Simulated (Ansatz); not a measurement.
# Cl3H4InOSi: the cost of one run

Program: Ansatz 0.2.0. Level of theory: RKS PBE-D4/def2-SVP. These are calculated values, not measurements.

### 1 Starting point

Bond lengths: In1–Cl2 2.790 Å, In1–Cl3 2.440 Å, In1–Cl4 2.440 Å, In1–O5 2.290 Å, O5–Si6 1.680 Å, Si6–H7 1.460 Å, Si6–H8 1.460 Å, Si6–H9 1.460 Å. Angles: Cl2–In1–Cl3 120.0°, Cl2–In1–Cl4 120.0°, Cl2–In1–O5 71.6°, Cl3–In1–Cl4 120.0°, Cl3–In1–O5 97.0°, Cl4–In1–O5 101.2°, In1–O5–Si6 125.0°, O5–Si6–H7 109.5°, O5–Si6–H8 109.5°, O5–Si6–H9 109.5°, H7–Si6–H8 109.4°, H7–Si6–H9 109.4°, H8–Si6–H9 109.4°.

As a file:

```xyz
10

In    0.0000    0.0000    0.0000
Cl    0.0000    0.0000    2.7900
Cl    2.1130    0.0000   -1.2200
Cl   -2.1130    0.0000   -1.2200
O     0.0957   -2.1711    0.7221
Si   -0.6743   -3.4677   -0.0184
H     0.2305   -4.6128   -0.0598
H    -1.8711   -3.8212    0.7395
H    -1.0524   -3.0975   -1.3791
H     0.0673   -1.5267    1.9541
```

### 2 A restrained relaxation towards end A

Springs on the bonds that form and break draw the guess towards this end; the thresholds are loose.

Input file input.yaml:

```yaml
crystal:
  periodic: [false, false, false]
  atoms:
    - { symbol: In, position_ang: [0.0, 0.0, 0.0] }
    - { symbol: Cl, position_ang: [0.0, 0.0, 2.79] }
    - { symbol: Cl, position_ang: [2.113, 0.0, -1.22] }
    - { symbol: Cl, position_ang: [-2.113, 0.0, -1.22] }
    - { symbol: O, position_ang: [0.0957, -2.1711, 0.7221] }
    - { symbol: Si, position_ang: [-0.6743, -3.4677, -0.0184] }
    - { symbol: H, position_ang: [0.2305, -4.6128, -0.0598] }
    - { symbol: H, position_ang: [-1.8711, -3.8212, 0.7395] }
    - { symbol: H, position_ang: [-1.0524, -3.0975, -1.3791] }
    - { symbol: H, position_ang: [0.0673, -1.5267, 1.9541] }
basis:
  gaussian: { orbitals: def2-SVP }
hamiltonian:
  xc: pbe
  dispersion: d4
relax:
  f_tol: 0.15
  max_steps: 25
  restrain:
    - { distance: [0, 4], at: 3.19, k: 30.0 }
    - { distance: [9, 1], at: 2.57, k: 30.0 }
    - { distance: [0, 1], at: 2.44, k: 30.0 }
    - { distance: [9, 4], at: 1.01, k: 30.0 }
```

Launch:

```
> ansatz run input.yaml --threads 4 --pin off --max-ram 5120MiB --backend cpu --events-out ev --progress --plain --runs-dir out
```

Q: Estimate wall time and peak memory on 4 threads of AMD EPYC 9R45 (Zen 5), shared host.

About 9.1 s, with a peak of 0.23 GiB.
